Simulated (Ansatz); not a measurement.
This script drives Ansatz 0.2.0, Python API.

The script, `run_opt.py`:
```python
# -*- coding: utf-8 -*-
"""Relax the CH6NOSi molecule."""

import itertools

import ansatz as az
from ase.data import atomic_numbers, covalent_radii
import numpy as np

geometry_ang = [
    ("C", (-1.3715, -0.0926, -0.387)),
    ("Si", (0.3469, -0.5516, -0.3101)),
    ("N", (0.9883, -0.1203, 1.1727)),
    ("O", (1.4024, 0.304, -1.3438)),
    ("H", (-1.8394, -0.2709, -1.4032)),
    ("H", (-1.5431, 1.0402, -0.2168)),
    ("H", (-1.9966, -0.5799, 0.3456)),
    ("H", (0.5967, -0.6005, 1.9385)),
    ("H", (2.0008, -0.3935, 1.2606)),
    ("H", (1.4987, 1.214, -1.0537)),
]
system = az.Crystal.molecule()
for symbol, xyz in geometry_ang:
    system = system.atom(symbol, xyz)

model = (
    system.calculation()
    .basis(gaussian="def2-SVP")
    .functional("hf")
    .spin("collinear", total=1)
)
symbols = [site.symbol for site in system.cartesian_sites]
start = np.array([site.position_ang for site in system.cartesian_sites], dtype=float)
summary = model.relax(force_tolerance=0.005, max_steps=100).run(threads=1, pin="off").report
end = np.array(summary["positions_ang"])

print("reference energy %16.6f eV" % summary["reference_energy_ev"])
print("total energy     %16.6f eV" % summary["free_energy_ev"])
print("occupied orbitals outside the frozen core (up, down):", summary["n_occupied"], " frozen:", summary["n_frozen"], " virtual:", summary["n_virtual"])

# pairs closer than 1.2 times the sum of covalent radii, before or after
radius = [covalent_radii[atomic_numbers[s]] for s in symbols]
span = lambda where, i, j: np.linalg.norm(where[i] - where[j])
bonded = [(i, j) for i, j in itertools.combinations(range(len(symbols)), 2) if min(span(start, i, j), span(end, i, j)) < 1.2 * (radius[i] + radius[j])]
print("pair        before    after (A)")
for i, j in bonded:
    print(f"{symbols[i]}{i}-{symbols[j]}{j}".ljust(10), f"{span(start, i, j):8.4f} {span(end, i, j):8.4f}")
for first, second in list(itertools.combinations(bonded, 2)):
    shared = set(first) & set(second)
    if shared and symbols[(j := shared.pop())] != "H":
        i, k = sorted((set(first) | set(second)) - {j})
        u, v = end[i] - end[j], end[k] - end[j]
        angle = np.degrees(np.arccos(np.clip(u @ v / np.linalg.norm(u) / np.linalg.norm(v), -1, 1)))
        print(f"final angle {symbols[i]}{i}-{symbols[j]}{j}-{symbols[k]}{k}: {angle:.2f} deg")
```

It is started by `python run_opt.py`. Estimate its wall time and peak memory on 1 thread of Intel(R) Xeon(R) 6975P-C (Granite Rapids), with other jobs on the host.

It took about 25 s, with a peak of 0.28 GiB, for 1 run of the engine.

```console
$ python run_opt.py
reference energy    -12501.575580 eV
total energy        -12501.575580 eV
occupied orbitals outside the frozen core (up, down): [21, 20]  frozen: 0  virtual: [69, 70]
pair        before    after (A)
C0-Si1       1.7803   1.8857
C0-H4        1.1329   1.0916
C0-H5        1.1583   1.0944
C0-H6        1.0793   1.0929
Si1-N2       1.6722   1.7317
Si1-O3       1.7072   1.6601
N2-H7        0.9851   1.0022
N2-H8        1.0524   1.0024
O3-H9        0.9600   0.9457
final angle Si1-C0-H4: 110.71 deg
final angle Si1-C0-H5: 110.42 deg
final angle Si1-C0-H6: 111.29 deg
final angle C0-Si1-N2: 107.20 deg
final angle C0-Si1-O3: 112.32 deg
final angle H4-C0-H5: 108.16 deg
final angle H4-C0-H6: 107.92 deg
final angle H5-C0-H6: 108.23 deg
final angle N2-Si1-O3: 107.95 deg
final angle Si1-N2-H7: 120.31 deg
final angle Si1-N2-H8: 120.65 deg
final angle Si1-O3-H9: 118.03 deg
final angle H7-N2-H8: 110.48 deg
```

Caveats:
- Total energies depend on the basis set; only differences at equal settings carry meaning.
- The end point is the stationary point reached from this start; no frequency run checks that it is a minimum, and the basis set is modest.
- The species is open-shell (spin multiplicity 2).

(A comment or docstring line of the script was reworded after the run, the code is as it ran; lines on the test bed's own set-up are left out of the output.)
